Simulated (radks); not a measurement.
# Ta in [Xe] 4f14 5d3 6s1.75 5f0.25: an all-electron calculation

One table from this session's results is given with a row withheld; the runs are named, their logs left out.

Program: radks (a radial shooting solver on a logarithmic mesh, Libxc functionals) version 1. Level of theory: scalar-relativistic Kohn-Sham, exchange-only LDA, spin-polarised, spherical densities, finite nucleus; open shells are filled with parallel spins first. These are calculated values, not measurements, unless marked.

**The atom as given**

| Item | Value |
| --- | --- |
| element | tantalum (Z = 73) |
| charge | 0 |
| electrons | 73 |
| configuration | [Xe] 4f14 5d3 6s1.75 5f0.25 |
| nuclear rms radius | 5.3507 fm |

The first run:

The run's settings:

```text
Z 73
configuration [Xe] 4f14 5d3 6s1.75 5f0.25
relativity scalar-relativistic
functional lda,
spin polarised
nucleus finite rms 5.3507 fm
c 137.035999084
```

Steps of the session up to this table: Self-consistent calculation.

One table of the session follows, with a row left open; its other results are not shown here.

It belongs to the step «Shells». Radial density 4πr²ρ:

```
r (bohr)  4πr²ρ (e/bohr)
0.000689           4.019
 0.00123           9.867
 0.00220               ?
 0.00391           47.39
 0.00701           80.93
  0.0125           99.59
  0.0222           88.96
  0.0398           112.8
  0.0708           125.8
   0.126           110.1
   0.226           87.34
   0.402           72.43
   0.720           31.85
    1.28           11.29
    2.28           2.434
    4.09          0.5573
    7.27         0.02004
```

**Question.** Estimate the row for r (bohr) = 0.00220.

Worked estimate for «4πr²ρ (e/bohr)». A straight line through the neighbours (0.00123, 9.867) and (0.00391, 47.39) gives 9.867 + (47.39 − 9.867) × (0.00220 − 0.00123) / (0.00391 − 0.00123) = 23.45; a parabola fitted to 4 rows on both sides gives 24.78.

**Answer.** 4πr²ρ (e/bohr): 22.99. In «4πr²ρ (e/bohr)» the line misses by +0.46 and the parabola by +1.79.
